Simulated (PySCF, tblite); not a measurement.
**C5H8ClF3Si: geometry, infrared bands and NMR shifts**

What infrared bands and NMR shifts should C5H8ClF3Si (`FC(F)(F)[C@@H](Cl)[C@@H]1CC[SiH2]1`) show?

Computed with tblite 0.8.0 and PySCF 2.14.0, with density-fitted response routines of our own, on a single molecule in the gas phase. Atoms are numbered from 0 throughout.

## 1. The starting structure

18 atoms, charge 0, multiplicity 1; geometry from: force field or distance geometry start.

Bonds of the start (Å): F0–C1 1.40, C1–F2 1.40, C1–F3 1.37, C1–C4 1.52, C4–Cl5 1.76, C4–C6 1.48, C6–C7 1.48, C7–C8 1.49, C8–Si9 1.85, Si9–C6 1.87, C4–H10 1.12, C6–H11 1.13, C7–H12 1.14, C7–H13 1.10, C8–H14 1.11, C8–H15 1.12, Si9–H16 1.46, Si9–H17 1.46.

## 2. Optimising the geometry with GFN2-xTB

What the job is given:

```
{"job": {"kind": "relax", "xc": "GFN2-xTB", "basis": "xTB"}, "charge": 0, "multiplicity": 1}
F      2.880400    -0.471500    -0.833700
C      2.169800     0.259600     0.120000
F      1.807800    -0.663600     1.103300
F      2.904500     1.295700     0.632000
C      0.923300     0.767800    -0.585300
Cl     1.289000     1.792200    -1.965000
C      0.072200    -0.411600    -0.857500
C     -1.227800    -0.254100    -1.546400
C     -1.850600     0.342300    -0.330500
Si    -0.870900    -0.851000     0.695000
H      0.410000     1.411600     0.178100
H      0.668500    -1.298700    -1.209600
H     -1.694500    -1.278600    -1.695000
H     -1.267600     0.359200    -2.463500
H     -1.597400     1.413800    -0.181100
H     -2.941800     0.124800    -0.241500
H     -0.341600    -0.301300     1.942500
H     -1.341900    -2.230300     0.697100
```

The run is started by

```
$ OMP_NUM_THREADS=1 python probes_run.py task.json out
```

One launch serves the whole session: the jobs run in the order shown.

**Question.** This job is followed by: GFN2-xTB harmonic vibrations, gas phase; GIAO PBE0/pcSseg-1 NMR shielding, non-relativistic, gas phase. Predict these results of the whole session: strongest single infrared mode (GFN2-xTB); zero-point energy (GFN2-xTB); 13C shifts against TMS (PBE0/pcSseg-1); 1H shifts against TMS (PBE0/pcSseg-1); 19F shifts against CFCl3 (PBE0/pcSseg-1, means over atoms taken as alike); 35Cl shifts against HCl (PBE0/pcSseg-1); 29Si shifts against TMS (PBE0/pcSseg-1).

**Answer**, as computed:

```
                                                                 quantity                                               value
                                strongest single infrared mode (GFN2-xTB)                               2300 cm⁻¹, 289 km/mol
                                             zero-point energy (GFN2-xTB)                                       75.2 kcal/mol
                                   13C shifts against TMS (PBE0/pcSseg-1)                    134.4, 71.6, 30.9, 27.8, 7.3 ppm
                                    1H shifts against TMS (PBE0/pcSseg-1)  4.80, 4.68, 4.24, 2.71, 2.39, 2.03, 1.57, 1.34 ppm
19F shifts against CFCl3 (PBE0/pcSseg-1, means over atoms taken as alike)                                           -89.2 ppm
                                  35Cl shifts against HCl (PBE0/pcSseg-1)                                             162 ppm
                                  29Si shifts against TMS (PBE0/pcSseg-1)                                           -31.4 ppm
```

In words: Over 129 steps the energy fell by 1.436 eV; of the close pairs, C6–Si9 changed most, 1.869 to 1.932 Å. All 48 modes are real, so the xTB geometry is a minimum. The strongest single mode, at 2300 cm⁻¹, moves mainly H16. GFN2-xTB is a fitted tight-binding method: band positions and strengths are rough. Its intensities can rank the bands wrongly. At PBE0/pcSseg-1: The largest span, 507 ppm, is at Cl5, where the paramagnetic term is -358 ppm.
